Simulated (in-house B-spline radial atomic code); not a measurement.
# Sb⁴⁺: starting-point dependence of G0W0 and RPA, part 2 of 2

Question: which mean-field start gives which removal energy for Sb⁴⁺, before and after G0W0?

An in-house B-spline radial atomic code; all electrons, scalar-relativistic (spin-free one-electron X2C), finite nucleus. Records are in hartree.

### 13 The run with the LC-ωPBE start

Settings of the run:

```ini
Z = 51
electrons = 47.0
configuration = [Kr] 4d10 5s1
hamiltonian = x2c
method = lc_wpbe
lmax = 9
rms_radius = 4.6802
spin_polarised = True
box_radius = 11.96
intervals = 68
```

Main fields:

```text
{
  "status": "converged",
  "energies [hartree]": {
    "mean_field": -6476.896756,
    "exx_total": -6474.693746,
    "exchange": -168.2571186,
    "rpa": -3.6626774,
    "rpa_summed": -3.6021186,
    "direct_second_order": -4.1058942,
    "second_order_exchange": 1.1385816,
    "sosex": 1.0701907
  },
  "rpa_by_multipole [hartree]": [-0.694785, -1.35152, -0.628109, -0.427768, -0.228467, -0.140514, -0.0689444, -0.0380875, -0.0160297, -0.00619472, -0.00144528, -0.000258339],
  "polarisability [bohr^3: independent particles, RPA]": [6.34102, 3.96744],
  "gap [hartree]": 0.6824667,
  "levels [hartree]": [
    {"name": "5s up", "occ": 1, "e": -1.992533, "sx": -0.6820291, "vxc": -0.7019861, "sc": -0.07089639, "z": 0.9761599, "qp": -2.04428, "tail": -0.0008072553},
    {"name": "4d down", "occ": 1, "e": -2.979584, "sx": -1.812954, "vxc": -1.625706, "sc": 0.01246299, "z": 0.9552509, "qp": -3.157351, "tail": -0.002982275},
    {"name": "4d up", "occ": 1, "e": -2.991002, "sx": -1.818128, "vxc": -1.629984, "sc": 0.01599171, "z": 0.922333, "qp": -3.166023, "tail": -0.002868513},
    {"name": "5s down", "occ": 0, "e": -1.629741, "sx": -0.209598, "vxc": -0.3242846, "sc": -0.0908206, "z": 0.9699113, "qp": -1.606656, "tail": -0.0007801537}
  ],
  "ion_energies [hartree]": {
    "mean_field": -6474.867727,
    "exx_total": -6472.731846,
    "exchange": -167.9545183,
    "rpa": -3.5918732,
    "rpa_summed": -3.5317976,
    "direct_second_order": -4.0003949,
    "second_order_exchange": 1.1124506,
    "sosex": 1.0495664
  }
}
```

It took 13 s on 1 thread, shared host.

Highest level 5s↑: -54.22 eV in the start, -55.63 eV after G0W0, weight 0.98.

### 14 The run with the ωB97X start

The settings differ from step 13 so:

```diff
@@ -4,3 +4,3 @@
 hamiltonian = x2c
-method = lc_wpbe
+method = wb97x
 lmax = 9
```

Main fields:

```text
{
  "status": "converged",
  "energies [hartree]": {
    "mean_field": -6477.600681,
    "exx_total": -6474.699354,
    "exchange": -168.2921898,
    "rpa": -3.6462164,
    "rpa_summed": -3.5857424,
    "direct_second_order": -4.085019,
    "second_order_exchange": 1.1336853,
    "sosex": 1.0658564
  },
  "rpa_by_multipole [hartree]": [-0.690105, -1.34639, -0.625123, -0.425883, -0.227533, -0.140042, -0.0687658, -0.0380124, -0.0160028, -0.00618594, -0.00144348, -0.00025811],
  "polarisability [bohr^3: independent particles, RPA]": [6.41709, 3.99114],
  "gap [hartree]": 0.6653963,
  "levels [hartree]": [
    {"name": "5s up", "occ": 1, "e": -1.966308, "sx": -0.6818365, "vxc": -0.6774346, "sc": -0.07115483, "z": 0.975915, "qp": -2.042671, "tail": -0.0008070993},
    {"name": "4d down", "occ": 1, "e": -2.978459, "sx": -1.810836, "vxc": -1.627136, "sc": 0.01164674, "z": 0.9556329, "qp": -3.15349, "tail": -0.002977953},
    {"name": "5s down", "occ": 0, "e": -1.625582, "sx": -0.2188941, "vxc": -0.3381977, "sc": -0.09388831, "z": 0.9690407, "qp": -1.600978, "tail": -0.0008109951}
  ],
  "ion_energies [hartree]": {
    "mean_field": -6475.594191,
    "exx_total": -6472.737818,
    "exchange": -168.002553,
    "rpa": -3.5747057,
    "rpa_summed": -3.5146767,
    "direct_second_order": -3.9779842,
    "second_order_exchange": 1.1069684,
    "sosex": 1.0448912
  }
}
```

It took 13 s on 1 thread, shared host.

Highest level 5s↑: -53.51 eV in the start, -55.58 eV after G0W0, weight 0.98.

### 15 The run with the PBEsol start

The settings differ from step 14 so:

```diff
@@ -4,3 +4,3 @@
 hamiltonian = x2c
-method = wb97x
+method = pbesol
 lmax = 9
```

Main fields:

```text
{
  "status": "converged",
  "energies [hartree]": {
    "mean_field": -6474.005539,
    "exx_total": -6474.684307,
    "exchange": -168.2039485,
    "rpa": -3.753851,
    "rpa_summed": -3.6930706,
    "direct_second_order": -4.2584663,
    "second_order_exchange": 1.1796108,
    "sosex": 1.099738
  },
  "rpa_by_multipole [hartree]": [-0.711122, -1.39752, -0.641524, -0.436665, -0.231832, -0.142583, -0.0695004, -0.038296, -0.0160994, -0.006218, -0.00144975, -0.000259103],
  "polarisability [bohr^3: independent particles, RPA]": [9.54716, 5.23929],
  "gap [hartree]": 0.4019004,
  "levels [hartree]": [
    {"name": "5s up", "occ": 1, "e": -1.852341, "sx": -0.684889, "vxc": -0.5634515, "sc": -0.07767681, "z": 0.9651623, "qp": -2.05227, "tail": -0.0008150735},
    {"name": "4d down", "occ": 1, "e": -2.77992, "sx": -1.811111, "vxc": -1.421871, "sc": 0.02810222, "z": 0.9345727, "qp": -3.14399, "tail": -0.002932723},
    {"name": "4d up", "occ": 1, "e": -2.792378, "sx": -1.814688, "vxc": -1.426084, "sc": 0.02863823, "z": 0.9255569, "qp": -3.155235, "tail": -0.00289142},
    {"name": "5s down", "occ": 0, "e": -1.798689, "sx": -0.2221314, "vxc": -0.5122264, "sc": -0.1092292, "z": 0.947828, "qp": -1.618635, "tail": -0.0008121442}
  ],
  "ion_energies [hartree]": {
    "mean_field": -6471.960328,
    "exx_total": -6472.723047,
    "exchange": -167.9045106,
    "rpa": -3.6711416,
    "rpa_summed": -3.6108512,
    "direct_second_order": -4.1257454,
    "second_order_exchange": 1.1418585,
    "sosex": 1.0721396
  }
}
```

Run time: 11 s. Hardware: 1 thread, shared host.

G0W0 moves 5s↑ down by 5.44 eV, to -55.85 eV.

### 16 The run with the BLYP start

The settings differ from step 15 so:

```diff
@@ -4,3 +4,3 @@
 hamiltonian = x2c
-method = pbesol
+method = b88,lyp
 lmax = 9
```

Main fields:

```text
{
  "status": "converged",
  "energies [hartree]": {
    "mean_field": -6477.582582,
    "exx_total": -6474.684549,
    "exchange": -168.2414147,
    "rpa": -3.7536841,
    "rpa_summed": -3.6929416,
    "direct_second_order": -4.2584716,
    "second_order_exchange": 1.1796683,
    "sosex": 1.0997176
  },
  "rpa_by_multipole [hartree]": [-0.71153, -1.39735, -0.641534, -0.436519, -0.231768, -0.142494, -0.0694587, -0.0382732, -0.0160915, -0.006214, -0.00144901, -0.000258843],
  "polarisability [bohr^3: independent particles, RPA]": [9.68536, 5.30734],
  "gap [hartree]": 0.3985852,
  "levels [hartree]": [
    {"name": "5s up", "occ": 1, "e": -1.854154, "sx": -0.6803936, "vxc": -0.5593325, "sc": -0.0774733, "z": 0.9650295, "qp": -2.053497, "tail": -0.0008091437},
    {"name": "4d down", "occ": 1, "e": -2.773798, "sx": -1.807595, "vxc": -1.409665, "sc": 0.02912705, "z": 0.9335451, "qp": -3.145524, "tail": -0.002922525},
    {"name": "4d up", "occ": 1, "e": -2.784287, "sx": -1.814387, "vxc": -1.414185, "sc": 0.03031424, "z": 0.9236655, "qp": -3.157056, "tail": -0.00288212},
    {"name": "5s down", "occ": 0, "e": -1.817815, "sx": -0.2171993, "vxc": -0.5209701, "sc": -0.109001, "z": 0.9460416, "qp": -1.623842, "tail": -0.0007971576}
  ],
  "ion_energies [hartree]": {
    "mean_field": -6475.526651,
    "exx_total": -6472.72214,
    "exchange": -167.9365601,
    "rpa": -3.6713073,
    "rpa_summed": -3.6110707,
    "direct_second_order": -4.1264571,
    "second_order_exchange": 1.1419476,
    "sosex": 1.0721417
  }
}
```

It took 11 s on 1 thread, shared host.

G0W0 moves 5s↑ down by 5.42 eV, to -55.88 eV.

### 17 The run with the r2SCAN0 start

The settings differ from step 16 so:

```diff
@@ -4,3 +4,3 @@
 hamiltonian = x2c
-method = b88,lyp
+method = r2scan0
 lmax = 9
```

Main fields:

```text
{
  "status": "converged",
  "energies [hartree]": {
    "mean_field": -6477.351525,
    "exx_total": -6474.711864,
    "exchange": -168.3219989,
    "rpa": -3.6395826,
    "rpa_summed": -3.5796855,
    "direct_second_order": -4.0881404,
    "second_order_exchange": 1.1357541,
    "sosex": 1.0655483
  },
  "rpa_by_multipole [hartree]": [-0.685404, -1.35203, -0.622956, -0.424344, -0.22611, -0.139291, -0.0682137, -0.0376724, -0.0158554, -0.00612588, -0.00142995, -0.000255551],
  "polarisability [bohr^3: independent particles, RPA]": [7.97277, 4.67831],
  "gap [hartree]": 0.4986152,
  "levels [hartree]": [
    {"name": "5s up", "occ": 1, "e": -1.89328, "sx": -0.6746054, "vxc": -0.596779, "sc": -0.07348705, "z": 0.9715717, "qp": -2.045368, "tail": -0.0007743729},
    {"name": "4d down", "occ": 1, "e": -2.911293, "sx": -1.815372, "vxc": -1.561314, "sc": 0.01691068, "z": 0.9507724, "qp": -3.151369, "tail": -0.002928673},
    {"name": "4d up", "occ": 1, "e": -2.923874, "sx": -1.816523, "vxc": -1.56425, "sc": 0.01315973, "z": 0.8839797, "qp": -3.165696, "tail": -0.002707985},
    {"name": "5s down", "occ": 0, "e": -1.708353, "sx": -0.2107035, "vxc": -0.407366, "sc": -0.0973069, "z": 0.9613334, "qp": -1.609764, "tail": -0.0007670613}
  ],
  "ion_energies [hartree]": {
    "mean_field": -6475.331727,
    "exx_total": -6472.749336,
    "exchange": -168.0285234,
    "rpa": -3.5642144,
    "rpa_summed": -3.5047629,
    "direct_second_order": -3.9722911,
    "second_order_exchange": 1.1041056,
    "sosex": 1.0414958
  }
}
```

Wall time 9.5 s (1 thread, shared host).

G0W0 moves 5s↑ down by 4.14 eV, to -55.66 eV.

### 18 The run with the exchange-only LDA start

The settings differ from step 17 so:

```diff
@@ -4,3 +4,3 @@
 hamiltonian = x2c
-method = r2scan0
+method = lda,
 lmax = 9
```

Main fields:

```text
{
  "status": "converged",
  "energies [hartree]": {
    "mean_field": -6466.449985,
    "exx_total": -6474.668349,
    "exchange": -168.0918216,
    "rpa": -3.7567802,
    "rpa_summed": -3.6961221,
    "direct_second_order": -4.2641023,
    "second_order_exchange": 1.1807776,
    "sosex": 1.1003887
  },
  "rpa_by_multipole [hartree]": [-0.714817, -1.39788, -0.641641, -0.436341, -0.231588, -0.142289, -0.0693619, -0.0382208, -0.0160713, -0.00620588, -0.0014469, -0.000258388],
  "polarisability [bohr^3: independent particles, RPA]": [9.78542, 5.35531],
  "gap [hartree]": 0.3965075,
  "levels [hartree]": [
    {"name": "5s up", "occ": 1, "e": -1.825886, "sx": -0.6798368, "vxc": -0.5262445, "sc": -0.07608631, "z": 0.9653651, "qp": -2.056374, "tail": -0.0008089076},
    {"name": "4d down", "occ": 1, "e": -2.718119, "sx": -1.807287, "vxc": -1.339618, "sc": 0.03430675, "z": 0.9282655, "qp": -3.15438, "tail": -0.002898879},
    {"name": "4d up", "occ": 1, "e": -2.732236, "sx": -1.808143, "vxc": -1.344066, "sc": 0.03553435, "z": 0.8673002, "qp": -3.163471, "tail": -0.00269371},
    {"name": "5s down", "occ": 0, "e": -1.755053, "sx": -0.2235947, "vxc": -0.4640103, "sc": -0.1072401, "z": 0.9511813, "qp": -1.622697, "tail": -0.000820149}
  ],
  "ion_energies [hartree]": {
    "mean_field": -6464.430986,
    "exx_total": -6472.705851,
    "exchange": -167.7891555,
    "rpa": -3.6746068,
    "rpa_summed": -3.6144492,
    "direct_second_order": -4.1321566,
    "second_order_exchange": 1.1429588,
    "sosex": 1.0727695
  }
}
```

It took 11 s on 1 thread, shared host.

G0W0 moves 5s↑ down by 6.27 eV, to -55.96 eV.

### 19 The members side by side

| start | level | mean field (eV) | G0W0 (eV) | weight | RPA (hartree) | RPA+SOSEX (hartree) | α, direct RPA (bohr³) | time | miss (eV) |
| --- | --- | --- | --- | --- | --- | --- | --- | --- | --- |
| Hartree-Fock | 5s↑ | -53.60 | -55.38 | 0.980 | -3.46963 | -2.45293 | 3.965 | 12 s | +0.381 |
| LDA (VWN5) | 5s↑ | -50.82 | -55.90 | 0.965 | -3.75756 | -2.65714 | 5.211 | 12 s | +0.901 |
| PBE | 5s↑ | -50.33 | -55.82 | 0.965 | -3.75172 | -2.65242 | 5.301 | 12 s | +0.821 |
| PBE0 | 5s↑ | -51.34 | -55.69 | 0.970 | -3.67371 | -2.59776 | 4.820 | 12 s | +0.690 |
| r2SCAN | 5s↑ | -50.46 | -55.76 | 0.968 | -3.70045 | -2.61685 | 5.077 | 9.2 s | +0.757 |
| HSE06 | 5s↑ | -51.00 | -55.72 | 0.969 | -3.67968 | -2.60144 | 4.983 | 13 s | +0.723 |
| B3LYP | 5s↑ | -51.41 | -55.77 | 0.969 | -3.69086 | -2.61003 | 4.910 | 12 s | +0.771 |
| SCAN | 5s↑ | -50.70 | -55.78 | 0.967 | -3.69900 | -2.61588 | 5.100 | 9.4 s | +0.779 |
| TPSS | 5s↑ | -50.05 | -55.80 | 0.966 | -3.73697 | -2.64196 | 5.274 | 9.4 s | +0.803 |
| BHandHLYP | 5s↑ | -52.44 | -55.62 | 0.974 | -3.60253 | -2.54766 | 4.469 | 12 s | +0.619 |
| CAM-B3LYP | 5s↑ | -53.05 | -55.71 | 0.973 | -3.66025 | -2.58977 | 4.366 | 13 s | +0.707 |
| LC-ωPBE | 5s↑ | -54.22 | -55.63 | 0.976 | -3.66268 | -2.59249 | 3.967 | 13 s | +0.628 |
| ωB97X | 5s↑ | -53.51 | -55.58 | 0.976 | -3.64622 | -2.58036 | 3.991 | 13 s | +0.584 |
| PBEsol | 5s↑ | -50.40 | -55.85 | 0.965 | -3.75385 | -2.65411 | 5.239 | 11 s | +0.845 |
| BLYP | 5s↑ | -50.45 | -55.88 | 0.965 | -3.75368 | -2.65397 | 5.307 | 11 s | +0.879 |
| r2SCAN0 | 5s↑ | -51.52 | -55.66 | 0.972 | -3.63958 | -2.57403 | 4.678 | 9.5 s | +0.657 |
| exchange-only LDA | 5s↑ | -49.68 | -55.96 | 0.965 | -3.75678 | -2.65639 | 5.355 | 11 s | +0.957 |

The miss is the G0W0 removal energy (the level with its sign changed) less the semi-empirical ionisation energy, 55.000 ± 0.1 eV. Times are single runs on a shared host.

Removal energy from total energies of the two species (eV):

| start | mean field | HF functional | RPA | RPA+SOSEX | second order |
| --- | --- | --- | --- | --- | --- |
| Hartree-Fock | 53.44 | 53.44 | 55.18 | 54.66 | 55.28 |
| LDA (VWN5) | 56.15 | 53.37 | 55.62 | 54.87 | 55.96 |
| PBE | 55.70 | 53.39 | 55.63 | 54.88 | 55.95 |
| PBE0 | 55.28 | 53.41 | 55.50 | 54.83 | 55.75 |
| r2SCAN | 55.13 | 53.38 | 55.56 | 54.83 | 55.86 |
| HSE06 | 55.33 | 53.40 | 55.53 | 54.83 | 55.78 |
| B3LYP | 55.77 | 53.41 | 55.53 | 54.84 | 55.79 |
| SCAN | 55.34 | 53.33 | 55.54 | 54.80 | 55.84 |
| TPSS | 55.20 | 53.37 | 55.61 | 54.86 | 55.93 |
| BHandHLYP | 55.17 | 53.43 | 55.39 | 54.78 | 55.58 |
| CAM-B3LYP | 55.70 | 53.41 | 55.41 | 54.80 | 55.64 |
| LC-ωPBE | 55.21 | 53.39 | 55.31 | 54.75 | 55.55 |
| ωB97X | 54.60 | 53.38 | 55.32 | 54.75 | 55.56 |
| PBEsol | 55.65 | 53.37 | 55.62 | 54.87 | 55.95 |
| BLYP | 55.94 | 53.40 | 55.64 | 54.89 | 55.97 |
| r2SCAN0 | 54.96 | 53.40 | 55.45 | 54.80 | 55.69 |
| exchange-only LDA | 54.94 | 53.40 | 55.64 | 54.89 | 55.96 |

### 20 Outcome

What follows sums up all 2 parts.

```
                                       quantity                                                                value
highest level, mean field (range over the runs)                                                  -54.22 to -49.68 eV
      highest level, G0W0 (range over the runs)                                                  -55.96 to -55.38 eV
                         RPA correlation energy                                             -3.758 to -3.470 hartree
                                      RPA+SOSEX                                           -2.6571 to -2.4529 hartree
    semi-empirical ionisation energy (5s shell)  55.000 ± 0.1 eV (NIST Atomic Spectra Database, ionization energies)
            G0W0 removal energy less that value                                                  +0.381 to +0.957 eV
```

G0W0 turns a spread of 4.53 eV among the starts into one of 0.58 eV, 13 % of it. Starts without exact exchange bind the level too weakly, through self-interaction, and G0W0 pulls it down by 5.1 to 6.3 eV. RPA gives the most correlation on LDA (VWN5) and the least on Hartree-Fock (7.7 % apart); over the runs it loosely follows the gap of the start, as smaller excitation energies give more correlation. Against the semi-empirical ionisation energy, 55.000 ± 0.1 eV, G0W0 is nearest on Hartree-Fock (+0.38 eV) and farthest on exchange-only LDA (+0.96 eV). The missing Breit and QED terms are far too small here to explain the miss, which is the method's own. Read as a removal energy, the bare PBE level is off by -4.67 eV (-8.5 %) and the nearest bare level, LC-ωPBE's, by -0.780 eV. As differences of total energies the mean miss over the starts is 0.51 eV for mean field, 0.50 eV for RPA, 0.18 eV for RPA+SOSEX.
